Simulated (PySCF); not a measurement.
**[TaO2(OH)2]−: other functionals and bases at one geometry**

One table from this session's results is given with a row withheld; the runs are named, their logs left out.

Program: PySCF 2.14.0. Level of theory: several levels, as the steps say, no spin–orbit coupling. These are calculated values, not measurements.

2 further runs of the same task are left out: 1 for a known fault of the program, 1 that didn't finish.

**The starting structure**

7 atoms, charge -1, spin multiplicity 1.

Bond lengths: Ta1–O2 1.786 Å, Ta1–O3 1.787 Å, Ta1–O4 1.997 Å, Ta1–O6 1.996 Å, O4–H5 0.964 Å, O6–H7 0.964 Å. Angles: O2–Ta1–O3 110.6°, O2–Ta1–O4 109.9°, O2–Ta1–O6 107.9°, O3–Ta1–O4 108.1°, O3–Ta1–O6 109.7°, O4–Ta1–O6 110.6°, Ta1–O4–H5 117.2°, Ta1–O6–H7 117.0°.

Geometry (Å):

```xyz
7
charge -1, multiplicity 1
Ta   -0.03104   -0.04876    0.23109
O     1.35709    0.07360    1.34892
O     0.04491    1.23393   -1.01015
O    -1.73952    0.16656    1.24189
H    -2.38158    0.79603    0.89424
O     0.04377   -1.84082   -0.64550
H     0.68968   -2.46976   -0.30286
```

Formal oxidation states: Ta +5. An earlier session relaxed this geometry at B3LYP, Ta def2-SVP with ECP60, O def2-SVP, H def2-SVP (singlet, point group C2).

At B3LYP on the finer grid: E = -359.189178 Eh, HOMO -1.74 eV, LUMO 3.96 eV, Mulliken charge on Ta1 +0.68 e, largest force component 0.021 eV/Å. 

Levels to run: PBE; BLYP; M06-L; wB97X; B3LYP, TZVP; B3LYP, x2c-SVP. Hardware: 2 threads of Arm Neoverse V1, shared host.

The first run:

File run.py (the lines that set the calculation):

```python
mol = gto.M(atom='''
Ta    -0.03104    -0.04876     0.23109
O      1.35709     0.07360     1.34892
O      0.04491     1.23393    -1.01015
O     -1.73952     0.16656     1.24189
H     -2.38158     0.79603     0.89424
O      0.04377    -1.84082    -0.64550
H      0.68968    -2.46976    -0.30286''',
    basis={'Ta': 'def2-SVP', 'O': 'def2-SVP', 'H': 'def2-SVP'},
    ecp={'Ta': 'def2-SVP'},
    charge=-1, spin=0)
mf = dft.RKS(mol, xc='PBE')
mf.grids.atom_grid = (75, 302)
mf = mf.density_fit()  # fitting sets: Ta def2-universal-JKFIT, O def2-universal-JKFIT, H def2-universal-JKFIT
mf.conv_tol = 1e-08; mf.max_cycle = 55
mf.kernel(dm0)  # dm0: the density of the relaxed state
```

The run is started by

```sh
> OMP_NUM_THREADS=2 python run.py
```

Among the steps run: PBE; BLYP; M06-L; wB97X; B3LYP, TZVP; B3LYP, x2c-SVP.

One of the session's tables, all rows but one given; the rest of the session is left out.

```
               level  HOMO (eV)  gap (eV)  charge on Ta1 (e)  dipole (D)  largest force component (eV/Å)
B3LYP (relaxed here)      -1.74      5.70               0.68        3.13                            0.02
                 PBE      -0.44      4.01               0.48        3.00                            0.33
                BLYP      -0.30      3.85               0.46        3.01                            0.67
               M06-L      -0.63      5.19               0.95        3.07                            0.27
               wB97X      -4.45     10.50               0.74        3.23                            0.56
         B3LYP, TZVP          ?         ?                  ?           ?                               ?
      B3LYP, x2c-SVP      -1.96      5.69               0.63        3.07                            0.74
```

**Question.** Estimate the row for B3LYP, TZVP.

The run gave: HOMO (eV): -1.99; gap (eV): 5.70; charge on Ta1 (e): 1.31; dipole (D): 3.15; largest force component (eV/Å): 0.25. In the column «HOMO (eV)» it lies between wB97X (-4.45) and B3LYP, x2c-SVP (-1.96).

The dipole of a charged species depends on the origin, so these sizes hold for this origin alone.

In one basis the HOMO–LUMO gap runs from 3.85 eV (BLYP) to 10.50 eV (wB97X). The largest leftover force, 0.74 eV/Å with B3LYP, x2c-SVP, stands at a geometry relaxed at another level. Total energies of different levels can't be compared.
